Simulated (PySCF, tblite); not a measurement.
**C5H13OPSSi: geometry, infrared bands and NMR shifts**

Aim: predict the infrared bands and NMR shifts of C5H13OPSSi (`CO[Si@H]1CC[P@@H](=S)CC1`).

Computed with tblite 0.8.0 and PySCF 2.14.0, with density-fitted response routines of our own, on a single molecule in the gas phase. Atoms are numbered from 0 throughout.

## 1. The starting structure

22 atoms, charge 0, multiplicity 1; geometry from: force field or distance geometry start.

Bonds of the start (Å): C0–O1 1.43, O1–Si2 1.65, Si2–C3 1.90, C3–C4 1.54, C4–P5 1.83, P5–S6 1.95, P5–C7 1.84, C7–C8 1.53, C8–Si2 1.90, C0–H9 1.08, C0–H10 1.10, C0–H11 1.09, Si2–H12 1.47, C3–H13 1.10, C3–H14 1.09, C4–H15 1.10, C4–H16 1.09, P5–H17 1.41, C7–H18 1.10, C7–H19 1.10, C8–H20 1.10, C8–H21 1.10.

## 2. Geometry optimisation with GFN2-xTB

The job: settings as JSON, then the geometry in Å.

```
{"job": {"kind": "relax", "xc": "GFN2-xTB", "basis": "xTB"}, "charge": 0, "multiplicity": 1}
C      3.088900    -0.147100     0.887200
O      1.790700    -0.692400     0.633900
Si     0.998600    -0.270800    -0.747000
C     -0.429800    -1.461400    -1.125200
C     -1.601300    -1.340600    -0.132900
P     -2.408600     0.303300    -0.188400
S     -3.989700     0.413500     0.939100
C     -1.045800     1.405600     0.382600
C      0.154200     1.418800    -0.568200
H      3.787700    -0.435800     0.111400
H      3.030500     0.945600     0.970200
H      3.441200    -0.543400     1.842700
H      1.938700    -0.239200    -1.872400
H     -0.037400    -2.493800    -1.098400
H     -0.789700    -1.260300    -2.130800
H     -1.280200    -1.542600     0.899700
H     -2.358600    -2.081400    -0.398000
H     -2.792100     0.625500    -1.502400
H     -1.460400     2.418700     0.457000
H     -0.744100     1.096700     1.393100
H      0.882600     2.158100    -0.213100
H     -0.185900     1.742500    -1.561800
```

Command:

```console
> OMP_NUM_THREADS=1 python probes_run.py task.json out
```

One launch serves the whole session: the jobs run in the order shown.

The log of the run:

```text
step      E/eV     max force
  0    -787.92306    1.401
  1    -787.99140    0.728
  2    -788.03374    0.711
  3    -788.06690    0.614
  4    -788.09110    0.425
  5    -788.10716    0.237
  6    -788.11766    0.229
  7    -788.12529    0.264
  8    -788.13218    0.222
  9    -788.13887    0.172
 10    -788.14542    0.203
 11    -788.15150    0.191
 12    -788.15718    0.170
 13    -788.16275    0.163
 14    -788.16825    0.217
 15    -788.17319    0.195
 16    -788.17741    0.169
 17    -788.18151    0.190
 18    -788.18551    0.152
 19    -788.18893    0.137
 20    -788.19183    0.105
 21    -788.19439    0.116
 22    -788.19666    0.108
 23    -788.19855    0.106
 24    -788.19985    0.076
 25    -788.20079    0.066
 26    -788.20181    0.076
 27    -788.20311    0.106
 28    -788.20452    0.098
 29    -788.20579    0.094
 30    -788.20688    0.085
 31    -788.20803    0.084
 32    -788.20934    0.099
 33    -788.21057    0.069
 34    -788.21159    0.065
 35    -788.21259    0.067
 36    -788.21372    0.090
 37    -788.21471    0.080
 38    -788.21521    0.035
 39    -788.21539    0.026
 40    -788.21549    0.028
 41    -788.21563    0.031
 42    -788.21579    0.027
 43    -788.21592    0.022
 44    -788.21601    0.020
 45    -788.21610    0.024
 46    -788.21622    0.027
 47    -788.21638    0.029
 48    -788.21655    0.031
 49    -788.21671    0.030
 50    -788.21688    0.032
 51    -788.21708    0.037
 52    -788.21728    0.040
 53    -788.21746    0.033
 54    -788.21760    0.024
 55    -788.21773    0.024
 56    -788.21784    0.024
 57    -788.21794    0.026
 58    -788.21805    0.023
 59    -788.21816    0.030
 60    -788.21830    0.032
 61    -788.21846    0.027
 62    -788.21861    0.027
 63    -788.21873    0.024
 64    -788.21884    0.020
 65    -788.21894    0.022
 66    -788.21905    0.023
 67    -788.21916    0.023
 68    -788.21926    0.021
 69    -788.21934    0.020
 70    -788.21943    0.024
 71    -788.21952    0.024
 72    -788.21961    0.022
 73    -788.21970    0.022
 74    -788.21977    0.020
 75    -788.21986    0.021
 76    -788.21996    0.024
 77    -788.22007    0.026
 78    -788.22019    0.027
 79    -788.22031    0.025
 80    -788.22045    0.032
 81    -788.22063    0.037
 82    -788.22082    0.034
 83    -788.22100    0.029
 84    -788.22115    0.026
 85    -788.22128    0.028
 86    -788.22141    0.025
 87    -788.22153    0.034
 88    -788.22166    0.029
 89    -788.22185    0.028
 90    -788.22201    0.026
 91    -788.22215    0.030
 92    -788.22229    0.030
 93    -788.22244    0.024
 94    -788.22258    0.022
 95    -788.22268    0.018
 96    -788.22274    0.017
 97    -788.22280    0.017
 98    -788.22287    0.019
 99    -788.22296    0.018
100    -788.22304    0.015
101    -788.22308    0.014
102    -788.22311    0.013
103    -788.22315    0.010
104    -788.22319    0.010
105    -788.22322    0.010
106    -788.22324    0.010
107    -788.22327    0.013
108    -788.22331    0.012
109    -788.22333    0.008
```

Run time: 1.1 s. Hardware: 1 thread of Arm Neoverse V1, shared host.

Step by step: (not every step is listed)

| step | energy from step 0 (eV) | largest force (eV/Å) |
| --- | --- | --- |
| 0 | 0.0000 | 1.4006 |
| 1 | -0.0683 | 0.7276 |
| 2 | -0.1107 | 0.7113 |
| 3 | -0.1438 | 0.6143 |
| 4 | -0.1680 | 0.4249 |
| 5 | -0.1841 | 0.2373 |
| 6 | -0.1946 | 0.2289 |
| 7 | -0.2022 | 0.2642 |
| 8 | -0.2091 | 0.2220 |
| 17 | -0.2585 | 0.1897 |
| 26 | -0.2788 | 0.0758 |
| 35 | -0.2895 | 0.0671 |
| 44 | -0.2930 | 0.0195 |
| 53 | -0.2944 | 0.0333 |
| 62 | -0.2956 | 0.0266 |
| 71 | -0.2965 | 0.0244 |
| 80 | -0.2974 | 0.0320 |
| 89 | -0.2988 | 0.0278 |
| 98 | -0.2998 | 0.0186 |
| 104 | -0.3001 | 0.0100 |
| 105 | -0.3002 | 0.0105 |
| 106 | -0.3002 | 0.0105 |
| 107 | -0.3002 | 0.0130 |
| 108 | -0.3003 | 0.0116 |
| 109 | -0.3003 | 0.0079 |

Distances of close pairs at the start and the end, largest changes first:

| bond | before (Å) | after (Å) | change (Å) |
| --- | --- | --- | --- |
| C0–O1 | 1.431 | 1.400 | -0.030 |
| O1–Si2 | 1.647 | 1.622 | -0.025 |
| C3–C4 | 1.540 | 1.523 | -0.017 |
| C3–H13 | 1.105 | 1.090 | -0.015 |
| P5–S6 | 1.945 | 1.931 | -0.014 |
| Si2–C8 | 1.897 | 1.909 | +0.012 |
| P5–C7 | 1.843 | 1.834 | -0.010 |
| C8–H21 | 1.099 | 1.091 | -0.008 |

The final coordinates are the input of the step that follows.

## 3. Infrared spectrum with GFN2-xTB

The job: settings as JSON, then the geometry in Å.

```
{"job": {"kind": "ir", "xc": "GFN2-xTB", "basis": "xTB"}, "charge": 0, "multiplicity": 1}
C      2.854649    -0.199907     1.010234
O      1.730737    -0.730686     0.364982
Si     0.957718    -0.209172    -0.962355
C     -0.415070    -1.499144    -1.166570
C     -1.482024    -1.379059    -0.086877
P     -2.274924     0.271440    -0.034220
S     -3.827520     0.407675     1.106483
C     -0.938169     1.469455     0.341395
C      0.160996     1.507871    -0.715267
H      3.713866    -0.193742     0.337603
H      2.666223     0.820724     1.348466
H      3.073670    -0.831153     1.871446
H      1.823294    -0.139150    -2.144784
H     -0.005096    -2.508621    -1.149317
H     -0.880729    -1.365057    -2.142798
H     -1.059379    -1.547894     0.909904
H     -2.288227    -2.109192    -0.225508
H     -2.497855     0.519897    -1.399420
H     -1.420129     2.446519     0.466690
H     -0.543721     1.176440     1.321753
H      0.907266     2.248804    -0.419330
H     -0.265987     1.863339    -1.653953
```

The log of the run:

```text
mode    cm-1     km/mol
  1      34.4      2.27
  2      70.6      1.09
  3      80.2      1.31
  4     111.2      4.62
  5     137.6      5.14
  6     161.5     10.06
  7     177.1      2.85
  8     189.0      0.66
  9     251.0      6.89
 10     277.2      7.17
 11     294.1      2.46
 12     334.5      3.12
 13     436.4     55.27
 14     610.8     29.15
 15     624.9     21.99
 16     634.8      8.74
 17     646.8     13.47
 18     684.0     95.51
 19     733.3     20.99
 20     746.3     14.97
 21     754.8    134.07
 22     759.7     10.06
 23     799.5    195.93
 24     811.5     87.96
 25     855.8    133.12
 26     897.5     63.36
 27     905.2    115.52
 28    1045.8      6.25
 29    1048.1      7.14
 30    1060.9     19.59
 31    1071.2     31.83
 32    1127.5      2.70
 33    1130.3     93.19
 34    1136.8      0.99
 35    1148.4     28.01
 36    1152.2    142.82
 37    1257.0      2.47
 38    1262.1      5.24
 39    1285.7      6.86
 40    1291.9     10.66
 41    1412.6      0.73
 42    1429.8      1.86
 43    1436.7      1.32
 44    1473.4      3.88
 45    1474.6      5.06
 46    1481.7      9.62
 47    1482.7      0.37
 48    2172.1    211.38
 49    2233.5    358.50
 50    2904.7     12.97
 51    2910.8     23.07
 52    2921.7     16.20
 53    2928.4     12.79
 54    2961.2     33.68
 55    2964.0     41.95
 56    2975.4     43.76
 57    2987.5     20.00
 58    2991.4     42.08
 59    2998.7     18.83
 60    3001.9     27.73
```

Wall time 1.3 s (1 thread of Arm Neoverse V1, shared host).

Which atoms move in the most intense modes:

| cm⁻¹ | km/mol | atoms |
| --- | --- | --- |
| 684 | 95.5 | H12 54 % |
| 755 | 134.1 | P5 21 %, Si2 13 %, C7 13 % |
| 800 | 195.9 | Si2 24 % |
| 856 | 133.1 | H17 28 %, P5 22 % |
| 905 | 115.5 | H17 38 % |
| 1152 | 142.8 | O1 32 %, C0 18 %, H11 16 % |
| 2172 | 211.4 | H17 97 % |
| 2234 | 358.5 | H12 97 % |

## 4. Nuclear shieldings: PBE0/pcSseg-1

Settings changed since step 3:

```diff
@@ -1,2 +1,2 @@
-{"job": {"kind": "ir", "xc": "GFN2-xTB", "basis": "xTB"}, "charge": 0, "multiplicity": 1}
+{"job": {"kind": "nmr", "xc": "PBE0", "basis": "pcSseg-1"}, "charge": 0, "multiplicity": 1}
 C      2.854649    -0.199907     1.010234
```

With the program's defaults for keys left out, this is: GIAO PBE0/pcSseg-1 NMR shielding, non-relativistic, gas phase.

The log of the run:

```text
coarse grid: 19448 points
cycle   1  E = -1301.6981960284  dE =  1.200e+00  |g| = 7.841e-01  |ddm| = 4.318e+00
cycle   2  E = -1301.5472380873  dE =  1.510e-01  |g| = 1.169e+00  |ddm| = 2.403e+00
cycle   3  E = -1301.8295291308  dE = -2.823e-01  |g| = 1.349e-01  |ddm| = 1.601e+00
cycle   4  E = -1301.8330791964  dE = -3.550e-03  |g| = 4.767e-02  |ddm| = 1.620e-01
cycle   5  E = -1301.8335912085  dE = -5.120e-04  |g| = 1.087e-02  |ddm| = 5.227e-02
cycle   6  E = -1301.8336207587  dE = -2.955e-05  |g| = 3.839e-03  |ddm| = 2.120e-02
cycle   7  E = -1301.8336239420  dE = -3.183e-06  |g| = 1.102e-03  |ddm| = 7.388e-03
final grid: 172688 points
cycle   8  E = -1301.9005969962  dE = -3.928e-05  |g| = 1.295e-02  |ddm| = 3.524e-02
cycle   9  E = -1301.9005616342  dE =  3.536e-05  |g| = 1.849e-02  |ddm| = 2.497e-02
cycle  10  E = -1301.9006319093  dE = -7.028e-05  |g| = 1.633e-03  |ddm| = 1.667e-02
cycle  11  E = -1301.9006325007  dE = -5.914e-07  |g| = 2.457e-04  |ddm| = 2.076e-03
cycle  12  E = -1301.9006325134  dE = -1.270e-08  |g| = 7.360e-05  |ddm| = 3.744e-04
cycle  13  E = -1301.9006325145  dE = -1.173e-09  |g| = 2.810e-05  |ddm| = 1.407e-04
cycle  14  E = -1301.9006325147  dE = -2.078e-10  |g| = 6.494e-06  |ddm| = 4.958e-05
converged SCF energy = -1301.9006325147

GIAO shielding tensors (ppm)
atom      isotropic    diamagn.    paramagn.     s11        s22        s33       span
  0 C      133.550     241.321    -107.772    106.330    108.511    185.808     79.478
  1 O      334.078     400.560     -66.482    293.725    344.782    363.727     70.002
  2 Si     362.903     881.468    -518.565    314.150    349.697    424.861    110.711
  3 C      173.814     255.145     -81.331    169.297    174.805    177.342      8.045
  4 C      153.158     254.695    -101.537    133.339    147.055    179.080     45.742
  5 P      307.795     962.869    -655.074    234.299    253.164    435.922    201.623
  6 S      745.087    1056.566    -311.479    649.521    754.682    831.058    181.537
  7 C      152.980     255.183    -102.204    132.474    147.432    179.032     46.558
  8 C      175.322     256.118     -80.797    167.231    172.661    186.072     18.841
  9 H       28.028      26.978       1.049     23.766     25.240     35.077     11.310
 10 H       28.001      29.598      -1.597     22.951     26.598     34.455     11.504
 11 H       27.639      27.658      -0.019     23.115     25.152     34.650     11.535
 12 H       26.983      29.827      -2.844     23.438     24.906     32.605      9.167
 13 H       30.440      30.896      -0.456     25.649     27.630     38.041     12.392
 14 H       31.174      31.785      -0.611     26.795     29.584     37.144     10.349
 15 H       29.540      32.881      -3.341     26.557     29.947     32.117      5.561
 16 H       29.377      30.137      -0.760     23.655     29.162     35.313     11.659
 17 H       25.116      29.183      -4.067     20.827     24.315     30.205      9.378
 18 H       29.405      30.794      -1.389     23.677     29.382     35.158     11.481
 19 H       29.735      33.474      -3.739     26.749     30.254     32.202      5.453
 20 H       30.234      31.976      -1.742     25.831     27.628     37.243     11.412
 21 H       31.113      32.301      -1.188     26.678     29.483     37.178     10.500
```

Run time: 55 s. Hardware: 1 thread of Arm Neoverse V1, shared host; peak memory 1.1 GiB.

The references, computed at this level on geometries of the same kind, shield at (ppm): 1H TMS 31.72, 13C TMS 186.9, 29Si TMS 349.2, 17O H2O 336.1, 31P H3PO4 318.4, 33S CS2 504. Their shielding less the atom's gives the shift. The references are single molecules in the gas phase, so shifts against H2O, NH3, PH3, H3PO4 or CFCl3 are not on the usual liquid scales and can be off by tens of ppm. Atoms listed in one row are averaged.

| atoms | environment | σ (ppm) | δ (ppm) | δ scaled to CDCl3 |
| --- | --- | --- | --- | --- |
| C0 | methyl carbon bonded to O | 133.5 | 53.4 | 50.2 |
| C4, C7 | sp3 CH2 bonded to P | 153.1 | 33.9 | 31.1 |
| C3, C8 | sp3 CH2 bonded to Si | 174.6 | 12.4 | 10.1 |
| H17 | hydrogen on a phosphorus bonded to 2 C, S, in a 6-membered ring | 25.12 | 6.60 | – |
| H12 | hydrogen on a silicon bonded to 2 C, O, in a 6-membered ring | 26.98 | 4.73 | – |
| H9, H10, H11 | hydrogen on a methyl carbon bonded to O | 27.89 | 3.83 | 3.71 |
| H16, H18 | hydrogen on an sp3 CH2 bonded to P | 29.39 | 2.33 | 2.30 |
| H15, H19 | hydrogen on an sp3 CH2 bonded to P | 29.64 | 2.08 | 2.07 |
| H13, H20 | hydrogen on an sp3 CH2 bonded to Si | 30.34 | 1.38 | 1.41 |
| H14, H21 | hydrogen on an sp3 CH2 bonded to Si | 31.14 | 0.57 | 0.65 |
| O1 | oxygen bonded to C, Si | 334.1 | 2.0 | – |
| Si2 | silicon bonded to 2 C, O, H, in a 6-membered ring | 362.9 | -13.7 | – |
| P5 | phosphorus bonded to 2 C, S, H, in a 6-membered ring | 307.8 | 10.6 | – |
| S6 | sulfur bonded to P | 745 | -241 | – |

The scaled column applies a straight-line fit of computed shieldings to shifts measured in CDCl3, with any fitted terms for Cl, Br or S neighbours (root-mean-square error 0.16 ppm for H, 1.9 ppm for C).

Charges from the same density, by scheme (e):

| atoms | Mulliken | IAO | Hirshfeld | ESP fit |
| --- | --- | --- | --- | --- |
| C0 | -0.01 | -0.20 | -0.03 | -0.20 |
| O1 | -0.65 | -0.64 | -0.22 | -0.28 |
| Si2 | 1.03 | 1.13 | 0.42 | 0.48 |
| C3, C8 | -0.55 | -0.56 | -0.16 | -0.26 |
| C4, C7 | -0.42 | -0.48 | -0.11 | -0.05 |
| P5 | 0.40 | 0.96 | 0.32 | 0.03 |
| S6 | -0.41 | -0.62 | -0.35 | -0.40 |

Mayer bond orders: C0–O1 0.90, O1–Si2 0.98, Si2–C3 0.90, C3–C4 1.01, C4–P5 0.89, P5–S6 1.67, P5–C7 0.89, C7–C8 1.01, C8–Si2 0.86.

Ring of atoms Si2, C3, C4, P5, C7, C8: NICS(0) -1.9, NICS(1) -2.0, NICS(1)zz 4.5 ppm (means of both faces).

## 5. What came out

```
                                                               quantity                                         value
                              strongest single infrared mode (GFN2-xTB)                         2234 cm⁻¹, 358 km/mol
                                           zero-point energy (GFN2-xTB)                                107.5 kcal/mol
13C shifts against TMS (PBE0/pcSseg-1, means over atoms taken as alike)                          53.4, 33.9, 12.4 ppm
 1H shifts against TMS (PBE0/pcSseg-1, means over atoms taken as alike)  6.60, 4.73, 3.83, 2.33, 2.08, 1.38, 0.57 ppm
                                 17O shifts against H2O (PBE0/pcSseg-1)                                       2.0 ppm
                                29Si shifts against TMS (PBE0/pcSseg-1)                                     -13.7 ppm
                               31P shifts against H3PO4 (PBE0/pcSseg-1)                                      10.6 ppm
                                 33S shifts against CS2 (PBE0/pcSseg-1)                                      -241 ppm
```

In words: Relaxing lowered the energy by 0.300 eV in 109 steps; the close pair that moved most is C0–O1, from 1.431 to 1.400 Å. All 60 modes are real, so the xTB geometry is a minimum. The strongest single mode, at 2234 cm⁻¹, moves mainly H12. GFN2-xTB is a fitted tight-binding method: band positions and strengths are rough. Its intensities can rank the bands wrongly. C0 (methyl carbon bonded to O) lies farthest downfield among carbon, at 53.4 ppm; pulled downfield by the heteroatom. At PBE0/pcSseg-1: The largest span, 202 ppm, is at P5, where the paramagnetic term is -655 ppm.
